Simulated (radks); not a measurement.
# Au³⁵⁺ in [Kr] 4d8: an all-electron calculation

What are the levels of the gold ion Au35+, how large are its shells, and how does its energy divide?

Program: radks (a radial shooting solver on a logarithmic mesh, Libxc functionals) version 1. Level of theory: scalar-relativistic Kohn-Sham, BLYP, spin-unpolarised, spherical densities, point nucleus. These are calculated values, not measurements, unless marked.

## (1) What is computed

| Quantity | Value |
| --- | --- |
| element | gold (Z = 79) |
| charge | +35 |
| electrons | 44 |
| configuration | [Kr] 4d8 |

The outer shells:

Au³⁵⁺
```
[Kr] core
4d [↑↓][↑↓][↑↓][↑ ][↑ ]
```

## (2) The calculation

Settings of this run:

```text
Z 79
configuration [Kr] 4d8 5s0 5p0
relativity scalar-relativistic
functional b88,lyp
spin unpolarised
nucleus point
c 137.035999084
```

Command:

```
$ python run_ks.py task.json out
```

The same process makes all the runs of this session.

What does the calculation give?

**Answer**, as computed:

```
                        quantity                 value
                    total energy   -18331.0320 hartree
exchange-correlation share of it                1.67 %
                            −T/E                1.1238
          highest occupied level        4d, -1571.2 eV
    most extended occupied level  4d, <r> = 0.397 bohr
 radius at density 0.001 e/bohr³             1.09 bohr
    maxima of the radial density                     4
         ionisation energy, NIST      1584 (theory) eV
```

**Reading.** The radial density shows 4 maxima for 4 occupied principal shells. −T/E is 1.124: with relativity the kinetic term as defined here no longer equals −E. Minus the highest eigenvalue, 1571.2 eV, is 99 % of the tabulated ionisation energy (1584 eV). Spin polarisation and multiplet splitting are left out. Spin-orbit splitting is averaged out at the scalar-relativistic level.
